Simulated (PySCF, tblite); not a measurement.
# C6H14AlP: geometry, infrared bands and NMR shifts

What infrared bands and NMR shifts should C6H14AlP (`CC1=C[P@+](C)([AlH3-])CC1`) show?

Computed with tblite 0.8.0 and PySCF 2.14.0, with density-fitted response routines of our own, on a single molecule in the gas phase. Atoms are numbered from 0 throughout.

### 1 The molecule as given

22 atoms, charge 0, multiplicity 1; geometry from: force field or distance geometry start.

Bonds of the start (Å): C0–C1 1.51, C1–C2 1.32, C2–P3 1.77, P3–C4 1.80, P3–Al5 2.29, P3–C6 1.81, C6–C7 1.55, C7–C1 1.50, C0–H8 1.11, C0–H9 1.12, C0–H10 1.11, C2–H11 1.08, C4–H12 1.11, C4–H13 1.11, C4–H14 1.11, Al5–H15 1.61, Al5–H16 1.60, Al5–H17 1.59, C6–H18 1.11, C6–H19 1.10, C7–H20 1.11, C7–H21 1.11.

### 2 Optimising the geometry with GFN2-xTB

What the job is given:

```
{"job": {"kind": "relax", "xc": "GFN2-xTB", "basis": "xTB"}, "charge": 0, "multiplicity": 1}
C      2.993900     0.515500     0.529500
C      1.569000     0.195900     0.134400
C      0.592200     1.057000     0.321400
P     -0.979000     0.417500    -0.186900
C     -1.736000     1.413600    -1.476400
Al    -2.357500     0.092600     1.617400
C     -0.293000    -1.131500    -0.824700
C      1.194800    -1.155600    -0.404200
H      3.657600    -0.349700     0.332700
H      3.028400     0.762100     1.616900
H      3.340700     1.386700    -0.060600
H      0.709700     2.050700     0.737600
H     -2.649400     0.906400    -1.851900
H     -2.007200     2.406800    -1.074800
H     -1.015800     1.557000    -2.313200
H     -1.906800     1.068000     2.815700
H     -2.242700    -1.421000     2.108000
H     -3.859000     0.411900     1.197500
H     -0.842200    -2.001500    -0.395700
H     -0.377700    -1.139400    -1.922000
H      1.344800    -1.923000     0.381900
H      1.824900    -1.402900    -1.283700
```

Run with:

```console
$ OMP_NUM_THREADS=1 python probes_run.py task.json out
```

The driver reads the jobs from task.json and runs them one after another.

Standard output:

```text
step      E/eV     max force
  0    -640.91463    3.208
  1    -641.15386    2.439
  2    -641.38161    1.049
  3    -641.46078    0.662
  4    -641.51544    0.341
  5    -641.52847    0.255
  6    -641.53712    0.196
  7    -641.54262    0.153
  8    -641.54610    0.140
  9    -641.54870    0.147
 10    -641.55144    0.140
 11    -641.55440    0.116
 12    -641.55785    0.123
 13    -641.56168    0.142
 14    -641.56506    0.142
 15    -641.56721    0.080
 16    -641.56831    0.059
 17    -641.56903    0.060
 18    -641.56975    0.080
 19    -641.57048    0.061
 20    -641.57119    0.057
 21    -641.57191    0.057
 22    -641.57268    0.087
 23    -641.57337    0.082
 24    -641.57392    0.063
 25    -641.57443    0.053
 26    -641.57506    0.068
 27    -641.57587    0.096
 28    -641.57663    0.074
 29    -641.57712    0.053
 30    -641.57742    0.043
 31    -641.57770    0.053
 32    -641.57798    0.050
 33    -641.57819    0.039
 34    -641.57832    0.029
 35    -641.57842    0.028
 36    -641.57853    0.031
 37    -641.57865    0.034
 38    -641.57879    0.044
 39    -641.57898    0.045
 40    -641.57922    0.057
 41    -641.57947    0.051
 42    -641.57966    0.028
 43    -641.57980    0.027
 44    -641.57994    0.040
 45    -641.58011    0.050
 46    -641.58029    0.040
 47    -641.58040    0.022
 48    -641.58047    0.023
 49    -641.58055    0.027
 50    -641.58066    0.038
 51    -641.58078    0.038
 52    -641.58089    0.026
 53    -641.58099    0.024
 54    -641.58112    0.029
 55    -641.58132    0.039
 56    -641.58156    0.044
 57    -641.58175    0.029
 58    -641.58185    0.023
 59    -641.58192    0.028
 60    -641.58200    0.027
 61    -641.58208    0.025
 62    -641.58215    0.018
 63    -641.58220    0.016
 64    -641.58224    0.015
 65    -641.58228    0.015
 66    -641.58233    0.015
 67    -641.58236    0.015
 68    -641.58240    0.016
 69    -641.58247    0.021
 70    -641.58258    0.034
 71    -641.58274    0.041
 72    -641.58293    0.034
 73    -641.58309    0.029
 74    -641.58323    0.029
 75    -641.58339    0.032
 76    -641.58361    0.050
 77    -641.58386    0.053
 78    -641.58411    0.042
 79    -641.58435    0.040
 80    -641.58459    0.035
 81    -641.58488    0.048
 82    -641.58526    0.053
 83    -641.58579    0.053
 84    -641.58651    0.060
 85    -641.58745    0.074
 86    -641.58866    0.098
 87    -641.59006    0.121
 88    -641.58493    0.304
 89    -641.59230    0.104
 90    -641.59320    0.082
 91    -641.59572    0.081
 92    -641.59634    0.062
 93    -641.59790    0.070
 94    -641.59859    0.060
 95    -641.59969    0.081
 96    -641.60081    0.095
 97    -641.60258    0.087
 98    -641.60243    0.193
 99    -641.60618    0.104
100    -641.60813    0.105
101    -641.61049    0.329
102    -641.61557    0.162
103    -641.61821    0.111
104    -641.61903    0.455
105    -641.62692    0.119
106    -641.63092    0.105
107    -641.64011    0.286
108    -641.64453    0.131
109    -641.64722    0.109
110    -641.65273    0.149
111    -641.65380    0.086
112    -641.65486    0.079
113    -641.65644    0.069
114    -641.65758    0.079
115    -641.65874    0.073
116    -641.65973    0.061
117    -641.66057    0.052
118    -641.66123    0.052
119    -641.66187    0.055
120    -641.66256    0.060
121    -641.66334    0.078
122    -641.66420    0.069
123    -641.66524    0.087
124    -641.66636    0.069
125    -641.66746    0.070
126    -641.66844    0.055
127    -641.66939    0.064
128    -641.67016    0.058
129    -641.67076    0.063
130    -641.67124    0.060
131    -641.67178    0.064
132    -641.67237    0.054
133    -641.67290    0.038
134    -641.67330    0.037
135    -641.67362    0.030
136    -641.67385    0.024
137    -641.67401    0.021
138    -641.67411    0.020
139    -641.67419    0.020
140    -641.67429    0.021
141    -641.67439    0.018
142    -641.67446    0.018
143    -641.67451    0.014
144    -641.67456    0.015
145    -641.67463    0.019
146    -641.67471    0.029
147    -641.67480    0.034
148    -641.67493    0.032
149    -641.67511    0.026
150    -641.67538    0.036
151    -641.67570    0.036
152    -641.67599    0.035
153    -641.67626    0.032
154    -641.67653    0.025
155    -641.67681    0.036
156    -641.67710    0.050
157    -641.67736    0.044
158    -641.67766    0.034
159    -641.67795    0.035
160    -641.67818    0.033
161    -641.67832    0.028
162    -641.67841    0.018
163    -641.67848    0.022
164    -641.67857    0.027
165    -641.67869    0.033
166    -641.67885    0.035
167    -641.67900    0.023
168    -641.67912    0.020
169    -641.67920    0.017
170    -641.67928    0.021
171    -641.67937    0.023
172    -641.67944    0.023
173    -641.67949    0.016
174    -641.67952    0.012
175    -641.67955    0.009
```

Along the way: (not every step is listed)

```
step  energy from step 0 (eV)  largest force (eV/Å)
   0                   0.0000                3.2079
   1                  -0.2392                2.4385
   2                  -0.4670                1.0485
   3                  -0.5462                0.6620
   4                  -0.6008                0.3413
   5                  -0.6138                0.2552
   6                  -0.6225                0.1959
   7                  -0.6280                0.1526
   8                  -0.6315                0.1398
  24                  -0.6593                0.0631
  40                  -0.6646                0.0575
  56                  -0.6669                0.0442
  72                  -0.6683                0.0336
  88                  -0.6703                0.3045
 104                  -0.7044                0.4550
 120                  -0.7479                0.0605
 136                  -0.7592                0.0242
 152                  -0.7614                0.0350
 168                  -0.7645                0.0197
 170                  -0.7646                0.0214
 171                  -0.7647                0.0228
 172                  -0.7648                0.0233
 173                  -0.7649                0.0159
 174                  -0.7649                0.0119
 175                  -0.7649                0.0095
```

Distances of close pairs at the start and the end, largest changes first:

```
   bond  before (Å)  after (Å)  change (Å)
 P3–Al5       2.294      2.475      +0.181
Al5–H15       1.609      1.563      -0.046
  P3–C4       1.797      1.843      +0.046
  P3–C6       1.810      1.846      +0.036
  C2–P3       1.771      1.801      +0.031
  C0–H9       1.116      1.089      -0.026
 C4–H14       1.113      1.089      -0.025
  C0–C1       1.513      1.491      -0.022
```

The end geometry stands in the next job.

### 3 Infrared spectrum with GFN2-xTB

What the job is given:

```
{"job": {"kind": "ir", "xc": "GFN2-xTB", "basis": "xTB"}, "charge": 0, "multiplicity": 1}
C      3.039828     0.389723     0.319026
C      1.567226     0.260511     0.123616
C      0.685892     1.254050     0.222109
P     -1.023858     0.726169     0.013596
C     -1.560117     1.554290    -1.543057
Al    -2.499067    -0.178054     1.783594
C     -0.479465    -0.943013    -0.556670
C      1.000210    -1.097729    -0.181087
H      3.570126     0.058807    -0.573484
H      3.361077    -0.241238     1.147007
H      3.317489     1.417955     0.534452
H      0.937043     2.270361     0.480824
H     -2.493405     1.097411    -1.868740
H     -1.738659     2.609189    -1.340576
H     -0.801696     1.452399    -2.317424
H     -3.036060     1.075232     2.547946
H     -1.366289    -1.055526     2.444509
H     -3.429047    -0.905523     0.733527
H     -1.102059    -1.696277    -0.062762
H     -0.630623    -1.030035    -1.634866
H      1.103941    -1.722054     0.709856
H      1.567102    -1.579323    -0.982247
```

Standard output:

```text
mode    cm-1     km/mol
  1      26.6      0.80
  2      46.2      1.36
  3      97.7      0.07
  4     112.2      1.00
  5     129.5      0.46
  6     158.3      0.09
  7     164.5      0.13
  8     225.5      1.50
  9     238.4      1.56
 10     313.2      2.32
 11     331.3      2.60
 12     353.5      3.18
 13     400.1      4.87
 14     425.0      0.87
 15     477.8      5.99
 16     536.9      1.65
 17     718.5    351.11
 18     723.5    331.51
 19     729.6    156.46
 20     753.2    193.12
 21     762.5    257.85
 22     769.5    203.10
 23     785.9     35.21
 24     806.2      7.98
 25     863.5     21.66
 26     876.8     24.35
 27     895.8     10.60
 28     938.6     17.21
 29    1005.5      9.14
 30    1017.7      1.87
 31    1050.7      0.57
 32    1115.7      5.60
 33    1119.1      4.42
 34    1178.9      4.99
 35    1219.8      1.41
 36    1243.5      1.67
 37    1301.6      1.81
 38    1317.3      7.74
 39    1396.9      8.77
 40    1421.4      4.71
 41    1428.6      2.66
 42    1438.3      4.58
 43    1463.3      6.08
 44    1471.3      5.87
 45    1472.3     13.83
 46    1622.6    309.53
 47    1630.7    181.79
 48    1669.2     85.68
 49    1700.0    347.12
 50    2920.5      9.37
 51    2945.4     17.25
 52    2957.8     26.51
 53    2969.7     23.03
 54    2994.8      1.26
 55    3003.5     17.52
 56    3005.5      7.32
 57    3008.4      9.58
 58    3017.4     25.64
 59    3051.4     19.15
 60    3084.7     18.89
```

The strongest bands and the atoms that carry them (share of the mass-weighted mode):

```
cm⁻¹  km/mol                                 atoms
 718   351.1  C6 17 %, C4 16 %, H17 14 %, H16 14 %
 724   331.5           C6 24 %, H17 18 %, H16 17 %
 753   193.1                    H17 40 %, H15 34 %
 762   257.9          H16 33 %, H15 25 %, H11 14 %
 770   203.1          H16 26 %, H11 22 %, H17 17 %
1623   309.5                              H17 94 %
1631   181.8                              H16 94 %
1700   347.1                              H15 96 %
```

### 4 Nuclear shieldings: PBE0/pcSseg-1

Settings changed since step 3:

```diff
@@ -1,2 +1,2 @@
-{"job": {"kind": "ir", "xc": "GFN2-xTB", "basis": "xTB"}, "charge": 0, "multiplicity": 1}
+{"job": {"kind": "nmr", "xc": "PBE0", "basis": "pcSseg-1"}, "charge": 0, "multiplicity": 1}
 C      3.039828     0.389723     0.319026
```

Method: GIAO PBE0/pcSseg-1 NMR shielding, non-relativistic, gas phase.

Standard output:

```text
coarse grid: 18448 points
cycle   1  E = -820.1384477660  dE =  7.239e-01  |g| = 4.320e-01  |ddm| = 4.172e+00
cycle   2  E = -820.1425464276  dE = -4.099e-03  |g| = 4.327e-01  |ddm| = 8.112e-01
cycle   3  E = -820.1893196337  dE = -4.677e-02  |g| = 5.237e-02  |ddm| = 4.358e-01
cycle   4  E = -820.1900390732  dE = -7.194e-04  |g| = 2.150e-02  |ddm| = 9.838e-02
cycle   5  E = -820.1901535463  dE = -1.145e-04  |g| = 5.456e-03  |ddm| = 2.749e-02
cycle   6  E = -820.1901605058  dE = -6.960e-06  |g| = 2.143e-03  |ddm| = 7.457e-03
final grid: 166272 points
cycle   7  E = -820.2390706528  dE = -3.525e-05  |g| = 9.976e-03  |ddm| = 3.519e-02
cycle   8  E = -820.2390511621  dE =  1.949e-05  |g| = 1.319e-02  |ddm| = 2.079e-02
cycle   9  E = -820.2390957049  dE = -4.454e-05  |g| = 2.038e-03  |ddm| = 1.325e-02
cycle  10  E = -820.2390967526  dE = -1.048e-06  |g| = 2.398e-04  |ddm| = 2.006e-03
cycle  11  E = -820.2390967666  dE = -1.404e-08  |g| = 8.724e-05  |ddm| = 3.980e-04
cycle  12  E = -820.2390967685  dE = -1.892e-09  |g| = 2.161e-05  |ddm| = 1.176e-04
cycle  13  E = -820.2390967686  dE = -1.130e-10  |g| = 5.532e-06  |ddm| = 2.420e-05
converged SCF energy = -820.2390967686

GIAO shielding tensors (ppm)
atom      isotropic    diamagn.    paramagn.     s11        s22        s33       span
  0 C      164.088     244.475     -80.387    147.615    156.374    188.275     40.660
  1 C       19.753     264.766    -245.014    -88.991     16.637    131.611    220.602
  2 C       62.277     263.696    -201.419    -29.192     84.886    131.137    160.329
  3 P      334.370     970.027    -635.657    249.388    327.569    426.153    176.765
  4 C      168.258     253.612     -85.354    156.101    162.107    186.566     30.465
  5 Al     440.621     795.231    -354.611    430.002    431.309    460.551     30.548
  6 C      153.386     256.385    -102.999    125.476    156.698    177.984     52.508
  7 C      144.760     250.521    -105.761    115.173    144.947    174.160     58.986
  8 H       29.815      27.936       1.879     25.791     28.011     35.644      9.852
  9 H       29.798      27.812       1.986     25.695     27.880     35.820     10.124
 10 H       29.487      28.714       0.773     24.831     28.591     35.040     10.209
 11 H       26.096      35.075      -8.979     24.164     26.582     27.542      3.378
 12 H       30.240      30.324      -0.084     25.585     27.703     37.431     11.847
 13 H       30.032      29.908       0.124     25.482     27.086     37.530     12.048
 14 H       30.442      32.250      -1.808     25.972     29.253     36.101     10.129
 15 H       27.789      29.049      -1.260     24.196     26.029     33.142      8.946
 16 H       27.875      30.205      -2.330     24.077     28.452     31.096      7.019
 17 H       27.747      29.624      -1.876     24.609     27.057     31.575      6.966
 18 H       28.854      33.744      -4.890     24.155     28.181     34.227     10.072
 19 H       29.762      34.266      -4.504     24.941     28.931     35.416     10.476
 20 H       28.912      32.442      -3.530     24.231     28.331     34.174      9.942
 21 H       29.034      32.665      -3.631     23.851     28.398     34.851     11.000
```

Wall time 2.5 min (1 thread, shared host).

Shifts follow as δ = σ(reference) − σ, with reference shieldings (ppm) from runs at the same level and on the same kind of geometry: ¹H TMS 31.72, ¹³C TMS 186.9, ³¹P H3PO4 318.4, ²⁷Al AlH4- 490.0. The references are single molecules in the gas phase, so shifts against H2O, NH3, PH3, H3PO4 or CFCl3 are not on the usual liquid scales and can be off by tens of ppm. Shifts against hydride references such as AlH4− lie on their own scale. Atoms listed in one row are averaged.

```
        atoms                                         environment  σ (ppm)  δ (ppm)
           C1                     fully substituted alkene carbon     19.8    167.2
           C2                                           alkene CH     62.3    124.6
           C7                                     allylic sp3 CH2    144.8     42.2
           C6                                 sp3 CH2 bonded to P    153.4     33.5
           C0                               allylic methyl carbon    164.1     22.8
           C4                           methyl carbon bonded to P    168.3     18.7
          H11                            hydrogen on an alkene CH    26.10     5.62
H15, H16, H17                hydrogen on an aluminium bonded to P    27.80     3.91
          H18                  hydrogen on an sp3 CH2 bonded to P    28.85     2.86
          H20                      hydrogen on an allylic sp3 CH2    28.91     2.80
          H21                      hydrogen on an allylic sp3 CH2    29.03     2.68
  H8, H9, H10                hydrogen on an allylic methyl carbon    29.70     2.02
          H19                  hydrogen on an sp3 CH2 bonded to P    29.76     1.95
H12, H13, H14             hydrogen on a methyl carbon bonded to P    30.24     1.48
           P3  phosphorus bonded to 3 C, Al, in a 5-membered ring    334.4    -16.0
          Al5                          aluminium bonded to P, 3 H    440.6     49.3
```

The run also stored atomic charges by several schemes (e):

```
atoms  Mulliken    IAO  Hirshfeld  ESP fit
   C0     -0.13  -0.43      -0.11    -0.65
   C1     -0.34   0.06       0.03     0.43
   C2     -0.27  -0.40      -0.11    -0.59
   P3      0.27   0.73       0.28     0.29
   C4     -0.43  -0.61      -0.15    -0.54
  Al5      0.62   0.27       0.24     0.65
   C6     -0.43  -0.43      -0.10     0.02
   C7     -0.11  -0.27      -0.06    -0.29
```

Mayer bond orders: C0–C1 1.07, C1–C2 1.84, C2–P3 0.97, P3–C4 1.01, P3–Al5 0.38, P3–C6 0.95, C6–C7 1.01, C7–C1 1.02.

Ring of atoms C1, C2, P3, C6, C7: NICS(0) -3.0, NICS(1) -3.3, NICS(1)zz -1.8 ppm (means of both faces).

Orbitals, density, ELF and potential are computed afterwards from the orbital file.

Frontier orbitals at PBE0/pcSseg-1, with the share of their density that lies nearest to each atom:

```
orbital  energy (eV)                                    lies on
   HOMO        -7.14  P3 21 %; H15 16 %; C1, C2 about 15 % each
   LUMO        -0.52                   C1 33 %; C2 23 %; P3 9 %
```

ELF in a plane through or near 6 of the atoms.

Ten even steps from '0' (0.00) to '9' (1.00):
```
0000000000000000000000000000
0000000000000000000000000000
0000000000000016884100000000
0000000000000179999400000000
0000000000000299999610000000
0000000000000089996102210000
0000499810000017943822530000
0000999940110000214723530000
0000799952442003661003420000
0000256268586453499411100000
0000144167483681648510000000
0000136632572683165100000000
0000013310366654662000000000
0000000000144201477400000000
0000000000010001799930000000
0000000000000001699930000000
0000000000000000177400000000
0000000000000000000000000000
0000000000000000000000000000
0000000000000000000000000000
```
The map spans 12.4 Å across and 10.5 Å up, centred on the molecule. Atoms in the plane (x, y in Å): C0 (-3.0, 0.0), C2 (-0.6, -0.6), Al5 (2.5, 1.6), H9 (-3.4, 1.0), H13 (1.9, -2.6), H16 (1.3, 2.6).

On the surface of density 0.002 e/bohr³ the electrostatic potential runs, from the 1st to the 99th percentile, from -1.32 to 1.15 V.

### 5 What came out

| quantity | value |
| --- | --- |
| strongest single infrared mode (GFN2-xTB) | 718 cm⁻¹, 351 km/mol |
| zero-point energy (GFN2-xTB) | 107.1 kcal/mol |
| ¹³C shifts against TMS (PBE0/pcSseg-1) | 167.2, 124.6, 42.2, 33.5, 22.8, 18.7 ppm |
| ¹H shifts against TMS (PBE0/pcSseg-1, means over atoms taken as alike) | 5.62, 3.91, 2.86, 2.80, 2.68, 2.02, 1.95, 1.48 ppm |
| ³¹P shifts against H3PO4 (PBE0/pcSseg-1) | -16.0 ppm |
| ²⁷Al shifts against AlH4- (PBE0/pcSseg-1) | 49.3 ppm |
| surface potential, 1st and 99th percentile | -1.32 V and 1.15 V |

**Reading.** Relaxing lowered the energy by 0.765 eV in 175 steps; the close pair that moved most is P3–Al5, from 2.294 to 2.475 Å. No mode is imaginary among the 60: a minimum at this level. The strongest single mode, at 718 cm⁻¹, has its largest shares on C6, C4, H17 and H16 (the list is cut at 4 atoms). Unscaled tight-binding wavenumbers are off by several per cent, some by more. Its intensities can rank the bands wrongly. H11 (hydrogen on an alkene CH) lies farthest downfield among hydrogen, at 5.62 ppm; olefinic region. At PBE0/pcSseg-1: The widest tensor belongs to C1: span 221 ppm, with a paramagnetic part of -245 ppm. By nearest atom (PBE0/pcSseg-1), the HOMO sits on P3 21 %; H15 16 % and the LUMO on C1 33 %; C2 23 %.
